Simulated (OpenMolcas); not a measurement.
**Re²⁺ among point charges: CASSCF levels and susceptibility**

Aim: the splitting of the states of Re²⁺ in the field of 5 point charges, its lowest levels with spin-orbit coupling and its magnetic susceptibility.

Program: OpenMolcas 26.06. Level of theory: state-averaged CASSCF, spin-orbit coupling by RASSI with atomic mean-field integrals. These are calculated values, not measurements, unless marked.

1 further run of the same task is left out (it didn't finish).

## 1. Starting point

| Item | Value |
| --- | --- |
| Species | Re²⁺ (rhenium, Z = 75, 73 electrons) |
| Basis | ANO-RCC-VDZP [7s6p4d2f1g], 68 functions |
| Scalar Hamiltonian | DKH2, point nucleus |
| Inactive shells | 1s 2s 2p 3s 3p 3d 4s 4p 4d 4f 5s 5p |
| Active space | 5 electrons in 5 orbitals (5d) |
| Some configurations of this space | 5d5 |
| Orbitals | optimised for each spin and parity, averaged over all roots |

Outer shells as boxes (Hund's rule):

5d5
```
5d [↑ ][↑ ][↑ ][↑ ][↑ ]
```

The ion sits among 5 point charges of -1 e arranged as a trigonal bipyramid (D3h), 1.96 Å from the ion, with the axial distance 1.705 Å. The active orbitals were held to one l.

The work runs as a chain of OpenMolcas steps in one folder; each step below is one input file. Labels, J, g values, rates, χT and fits are worked out afterwards by a script from the matrices that RASSI stores.

## 2. Basis and integrals

The input, a.inp:

```
&GATEWAY
Coord
1

Re 0.0 0.0 0.0
Basis=ANO-RCC-VDZP
Group=NoSym
NoMove
AngMom=0.0 0.0 0.0
AMFI
XField
5 Angstrom 0
1.960000 0.000000 0.000000 -1.000000
-0.980000 1.697410 0.000000 -1.000000
-0.980000 -1.697410 0.000000 -1.000000
0.000000 0.000000 1.705200 -1.000000
0.000000 0.000000 -1.705200 -1.000000
&SEWARD
```

Command:

```sh
> OMP_NUM_THREADS=1 MOLCAS_MEM=1689 MOLCAS_PROJECT=a pymolcas a.inp > a.log
```

## 3. Reference wave functions, sextets, 1 root

The input, a.inp:

```
&RASSCF
FileOrb=start.orb
Symmetry=1
Spin=6
nActEl=5 0 0
Inactive=34
Ras2=5
CIRoot=1 1 1
SDav=1
CIMx=300
Iter=120 100
PrWF=0.3
OrbListing=Nothing
MaxOrb=0
SupSym
1
20 10 11 12 13 14 19 20 21 22 23 35 36 37 38 39 48 49 50 51 52
>>> COPY $Project.JobIph JOB001
```

start.orb holds the contracted functions of the basis, ordered by shell, or the orbitals of the step before.

## 4. Reference wave functions, quartets, 24 roots

The input, a.inp:

```
&RASSCF
FileOrb=start.orb
Symmetry=1
Spin=4
nActEl=5 0 0
Inactive=34
Ras2=5
CIRoot=24 24 1
SDav=24
CIMx=300
Iter=120 100
PrWF=0.3
OrbListing=Nothing
MaxOrb=0
SupSym
1
20 10 11 12 13 14 19 20 21 22 23 35 36 37 38 39 48 49 50 51 52
>>> COPY $Project.JobIph JOB002
```

## 5. Reference wave functions, doublets, 75 roots

The input, a.inp:

```
&RASSCF
FileOrb=start.orb
Symmetry=1
Spin=2
nActEl=5 0 0
Inactive=34
Ras2=5
CIRoot=75 75 1
SDav=75
CIMx=300
Iter=120 100
PrWF=0.3
OrbListing=Nothing
MaxOrb=0
SupSym
1
20 10 11 12 13 14 19 20 21 22 23 35 36 37 38 39 48 49 50 51 52
>>> COPY $Project.JobIph JOB003
```

## 6. State interaction with spin-orbit coupling

The input, a.inp:

```
&RASSI
NrOfJobIphs=3 1 24 75
1
1 2 3 4 5 6 7 8 9 10 11 12 13 14 15 16 17 18 19 20 21 22 23 24
1 2 3 4 5 6 7 8 9 10 11 12 13 14 15 16 17 18 19 20 21 22 23 24 25 26 27
28 29 30 31 32 33 34 35 36 37 38 39 40 41 42 43 44 45 46 47 48 49 50 51
52 53 54 55 56 57 58 59 60 61 62 63 64 65 66 67 68 69 70 71 72 73 74 75
IphNames
JOB001
JOB002
JOB003
EJob
SpinOrbit
DIPRint=1.0
SOCoupling=1000.0
Subsets=2
Property=9
'ANGMOM' 1 'ANGMOM' 2 'ANGMOM' 3 'MLTPL  1' 1 'MLTPL  1' 2 'MLTPL  1' 3
'AMFI' 1 'AMFI' 2 'AMFI' 3
SOProperty=3
'ANGMOM' 1 'ANGMOM' 2 'ANGMOM' 3
```

Before running it: what results should come out? Wanted: spin-free ground state; lowest level; next level.

**Answer**, as computed:

| quantity | value |
| --- | --- |
| method | CASSCF |
| spin-free ground state | 6A1, 1-fold in its orbital part |
| lowest level | 2-fold E1/2, g = 0.00, 0.00, 9.52 |
| next level | 391.7 cm⁻¹ |
| χT at 300 K | 3.68 cm³ K/mol |
| effective moment at 300 K | 5.42 μB |

The spin-free ground state (6A1) comes to 100 % from free-ion S terms and keeps the highest spin of the shell. χT at 300 K is 3.68, against 4.39 cm³ K/mol for the spin alone, so spin-orbit coupling lowers it. An active space of the d shell alone favours high spin; real ions in strong fields can be low spin. The field of point charges can differ much from that of real complexes. With metal d orbitals alone active, the gaps between spin states are rough; where two lie within a few thousand cm-1, their order is open. Point charges carry no covalency, so the field is a model and not that of real ligands.
